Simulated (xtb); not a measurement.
# singlet [C2H6BrSi2]+: levels of theory compared

Wanted: a comparison of 3 runs (GFN2-xTB, GFN0-xTB, GFN1-xTB) of singlet [C2H6BrSi2]+. 

Program for the calculation: xtb 6.7.1.

6 further runs of the same task are left out: 6 set aside as unsound or not needed.

## Step 1: Starting point

[C2H6BrSi2]+: 11 atoms, total charge +1, spin state singlet. As SMILES of the parent species, `[SiH3]/C=[C]/[SiH2]Br`. The coordinates come from a GFN2-xTB relaxation. This is one conformer, not always the lowest. That shape belongs to the parent species and isn't relaxed for this state.

Bond lengths: Si1–C2 1.927 Å, C2–C3 1.287 Å, C3–Si4 1.824 Å, Si4–Br5 2.240 Å, Si1–H6 1.461 Å, Si1–H7 1.464 Å, Si1–H8 1.460 Å, C2–H9 1.085 Å, Si4–H10 1.457 Å, Si4–H11 1.463 Å. Some angles: Si1–C2–C3 125.1°, C2–C3–Si4 151.3°, C3–Si4–Br5 104.1°, Si1–C2–H9 113.2°, C3–C2–H9 121.7°, C2–Si1–H6 106.4°, C2–Si1–H7 107.2°, C2–Si1–H8 108.3°, C3–Si4–H10 110.2°, C3–Si4–H11 119.8°.

## Step 2: Energy and gradient at GFN2-xTB (run 1)

mol.coord reads:

```
$coord
     -2.139018794986     -1.138635579132      2.912200238877  si
      0.358821196544      1.319085526773      1.924289215445  c
      1.508095933758      1.361075241262     -0.217809833124  c
      2.045288379205      0.110964718038     -3.384442797421  si
     -0.246949409966      2.632294005297     -5.894452625194  br
     -3.095258008570     -0.331476859521      5.374078742256  h
     -0.856537263248     -3.583846698092      3.080159096834  h
     -4.123873732726     -1.175334060472      0.995753386849  h
      0.723632824903      2.727385023889      3.368663584280  h
      4.665091294819      0.506881238408     -4.133133390736  h
      1.160688683006     -2.428392556450     -4.025305618065  h
$end
```

Command:

```console
$ xtb mol.coord --gfn 2 --grad --chrg 1 > run.log
```

The program printed:

```text
* xtb version 6.7.1
[...]
          :  # basis functions                  44          :
[...]
          :  # electrons                        28          :
[...]
          :  Hamiltonian                  GFN2-xTB          :
[...]
          :  net charge                          1          :
          :  unpaired electrons                  0          :
[...]
   *** convergence criteria satisfied after 17 iterations ***
[...]
         ::                     SUMMARY                     ::
         :::::::::::::::::::::::::::::::::::::::::::::::::::::
         :: total energy             -14.384776560377 Eh    ::
         :: gradient norm              0.129620694195 Eh/a0 ::
         :: HOMO-LUMO gap              0.539803012928 eV    ::
         ::.................................................::
         :: SCC energy               -14.550927694163 Eh    ::
         :: -> isotropic ES            0.121893854846 Eh    ::
         :: -> anisotropic ES         -0.007486886899 Eh    ::
         :: -> anisotropic XC          0.002811338526 Eh    ::
         :: -> dispersion             -0.007315634428 Eh    ::
         :: repulsion energy           0.166151133786 Eh    ::
         :: add. restraining           0.000000000000 Eh    ::
         :: total charge               1.000000001782 e     ::
         :::::::::::::::::::::::::::::::::::::::::::::::::::::
[...]
        14        1.9999           -0.5623629             -15.3027 (HOMO)
        15        0.0001           -0.5425255             -14.7629 (LUMO)
[...]
     #   Z          covCN         q      C6AA      α(0)
     1  14 si       3.641     0.534    96.767    18.865
     2   6 c        2.778    -0.081    30.005     8.972
     3   6 c        1.880    -0.024    31.760     9.102
     4  14 si       3.550     0.514    98.690    19.135
     5  35 br       0.828    -0.124   188.195    22.118
     6   1 h        0.919     0.009     2.906     2.666
     7   1 h        0.918    -0.006     3.166     2.783
     8   1 h        0.919    -0.002     3.092     2.750
     9   1 h        0.925     0.179     1.209     1.719
    10   1 h        0.920    -0.009     3.223     2.808
    11   1 h        0.918     0.010     2.895     2.661
[...]
     #   Z sym  total        # sym  WBO       # sym  WBO       # sym  WBO
 ---------------------------------------------------------------------------
     1  14 si   3.366 --     8 h    0.889     6 h    0.888     7 h    0.884
                             2 c    0.514     3 c    0.143
     2   6 c    3.958 --     3 c    2.436     9 h    0.875     1 si   0.514
     3   6 c    3.750 --     2 c    2.436     4 si   0.876     1 si   0.143
     4  14 si   3.808 --     5 br   1.180    10 h    0.876     3 c    0.876
                            11 h    0.832
     5  35 br   1.366 --     4 si   1.180
     6   1 h    0.996 --     1 si   0.888
     7   1 h    1.000 --     1 si   0.884
     8   1 h    1.000 --     1 si   0.889
     9   1 h    0.968 --     2 c    0.875
    10   1 h    1.000 --     4 si   0.876
    11   1 h    0.999 --     4 si   0.832
[...]
molecular dipole:
                 x           y           z       tot (Debye)
 q only:       -0.043      -0.536       1.032
   full:        0.618      -0.851       1.544       4.748
molecular quadrupole (traceless):
[...]
          | TOTAL ENERGY              -14.384776560377 Eh   |
          | GRADIENT NORM               0.129620694195 Eh/α |
          | HOMO-LUMO GAP               0.539803012928 eV   |
           -------------------------------------------------
[...]
```

Standard error:

```text
normal termination of xtb
```

It took 0.025 s on 1 thread of AMD EPYC 9R45 (Zen 5), shared host.

## Step 3: Energy and forces at GFN0-xTB (run 2)

coord reads:

```
$coord angs
    -1.1319200    -0.6025400     1.5410700  Si
     0.1898800     0.6980300     1.0182900  C
     0.7980500     0.7202500    -0.1152600  C
     1.0823200     0.0587200    -1.7909700  Si
    -0.1306800     1.3929500    -3.1192100  Br
    -1.6379400    -0.1754100     2.8438400  H
    -0.4532600    -1.8964900     1.6299500  H
    -2.1822600    -0.6219600     0.5269300  H
     0.3829300     1.4432700     1.7826200  H
     2.4686600     0.2682300    -2.1871600  H
     0.6142100    -1.2850500    -2.1301000  H
$end
```

Command:

```console
$ xtb coord --chrg 1 --gfn 0 --grad > run.log
```

The program printed, cut to the lines that bear on the results:

```text
* xtb version 6.7.1
[...]
          :  # basis functions                  50          :
[...]
          :  # electrons                        28          :
[...]
 Zeroth order Hamiltonian       ...        0 min,  0.000 sec ( 13.484%)
[...]
         ::                     SUMMARY                     ::
         :::::::::::::::::::::::::::::::::::::::::::::::::::::
         :: total energy             -13.138737831884 Eh    ::
         :: gradient norm              0.098773343567 Eh/a0 ::
         :: HOMO-LUMO gap              1.948989777534 eV    ::
         ::.................................................::
         :: H0 energy                -14.570319697611 Eh    ::
         :: repulsion energy           0.174844118094 Eh    ::
         :: electrostat energy         1.259764174491 Eh    ::
         :: -> Gsolv                   0.000000000000 Eh    ::
         ::    -> Gsasa                0.000000000000 Eh    ::
         ::    -> Gshift               0.000000000000 Eh    ::
         :: dispersion energy         -0.003026426858 Eh    ::
         :: short-range corr.          0.000000000000 Eh    ::
         :: add. restraining           0.000000000000 Eh    ::
         :: total charge               1.000000000000 e     ::
         :::::::::::::::::::::::::::::::::::::::::::::::::::::
[...]
        14        2.0000           -0.4288201             -11.6688 (HOMO)
        15                         -0.3571960              -9.7198 (LUMO)
[...]
          | TOTAL ENERGY              -13.138737831884 Eh   |
          | GRADIENT NORM               0.098773343567 Eh/α |
          | HOMO-LUMO GAP               1.948989777534 eV   |
           -------------------------------------------------
[...]
```

Standard error:

```text
normal termination of xtb
```

Run time: 0.021 s. Hardware: 1 thread of AMD EPYC 9R45 (Zen 5), shared host.

## Step 4: Energy and forces at GFN1-xTB (run 3)

input.inp reads:

```
$chrg 1
$spin 0
$end
```

struc.xyz reads:

```xyz
11

Si    -1.131920    -0.602540     1.541070
C      0.189880     0.698030     1.018290
C      0.798050     0.720250    -0.115260
Si     1.082320     0.058720    -1.790970
Br    -0.130680     1.392950    -3.119210
H     -1.637940    -0.175410     2.843840
H     -0.453260    -1.896490     1.629950
H     -2.182260    -0.621960     0.526930
H      0.382930     1.443270     1.782620
H      2.468660     0.268230    -2.187160
H      0.614210    -1.285050    -2.130100
```

Command:

```console
$ xtb struc.xyz --input input.inp --json --grad --gfn 1 > run.log 2> xtb.err
```

The program printed:

```text
* xtb version 6.7.1
[...]
          :  # basis functions                  50          :
[...]
          :  # electrons                        28          :
[...]
          :  Hamiltonian                  GFN1-xTB          :
[...]
          :  net charge                          1          :
          :  unpaired electrons                  0          :
[...]
   *** convergence criteria satisfied after 12 iterations ***
[...]
         ::                     SUMMARY                     ::
         :::::::::::::::::::::::::::::::::::::::::::::::::::::
         :: total energy             -14.566308619108 Eh    ::
         :: gradient norm              0.102318127223 Eh/a0 ::
         :: HOMO-LUMO gap              1.406260771220 eV    ::
         ::.................................................::
         :: SCC energy               -14.729850450762 Eh    ::
         :: -> electrostatic           0.092171061932 Eh    ::
         :: repulsion energy           0.168398345572 Eh    ::
         :: dispersion energy         -0.004856513918 Eh    ::
         :: halogen bond corr.         0.000000000000 Eh    ::
         :: add. restraining           0.000000000000 Eh    ::
         :: total charge               1.000000000000 e     ::
         :::::::::::::::::::::::::::::::::::::::::::::::::::::
[...]
        14        2.0000           -0.6098249             -16.5942 (HOMO)
        15                         -0.5581457             -15.1879 (LUMO)
[...]
     #   Z sym  total        # sym  WBO       # sym  WBO       # sym  WBO
 ---------------------------------------------------------------------------
     1  14 Si   3.714 --     8 H    0.911     6 H    0.907     7 H    0.907
                             2 C    0.666     3 C    0.228
     2   6 C    3.971 --     3 C    2.301     9 H    0.841     1 Si   0.666
     3   6 C    3.663 --     2 C    2.301     4 Si   0.927     1 Si   0.228
     4  14 Si   4.287 --     5 Br   1.455     3 C    0.927    10 H    0.911
                            11 H    0.875
     5  35 Br   1.567 --     4 Si   1.455
     6   1 H    0.988 --     1 Si   0.907
     7   1 H    0.992 --     1 Si   0.907
     8   1 H    0.992 --     1 Si   0.911
     9   1 H    0.970 --     2 C    0.841
    10   1 H    0.992 --     4 Si   0.911
    11   1 H    0.994 --     4 Si   0.875
[...]
          | TOTAL ENERGY              -14.566308619108 Eh   |
          | GRADIENT NORM               0.102318127223 Eh/α |
          | HOMO-LUMO GAP               1.406260771220 eV   |
           -------------------------------------------------
[...]
```

Standard error:

```text
normal termination of xtb
```

It took 0.034 s on 1 thread of AMD EPYC 9R45 (Zen 5), shared host.

## Step 5: The series

| run | level | energy (Eh) | HOMO energy (eV) | LUMO energy (eV) | HOMO–LUMO gap (eV) | wall time |
| --- | --- | --- | --- | --- | --- | --- |
| 1 | GFN2-xTB | -14.384777 | -15.30 | -14.76 | 0.54 | 0.025 s |
| 2 | GFN0-xTB | -13.138738 | -11.67 | -9.72 | 1.95 | 0.021 s |
| 3 | GFN1-xTB | -14.566309 | -16.59 | -15.19 | 1.41 | 0.034 s |

## Step 6: Outcome

| quantity | value |
| --- | --- |
| run 3: total energy | -14.56631 Eh |
| run 3: HOMO energy | -16.59 eV |
| run 3: LUMO energy | -15.19 eV |
| run 3: HOMO–LUMO gap | 1.41 eV |
| run 3: dispersion energy | -12.75 kJ/mol |
| run 3: largest force on an atom | 3.213 eV/Å |

In words: The HOMO–LUMO gap runs from 0.54 eV (GFN2-xTB) to 1.95 eV (GFN0-xTB). Force-field and semi-empirical energies have zeros of their own, so their totals don't compare. All runs together took 0.08 s, the longest 0.034 s.
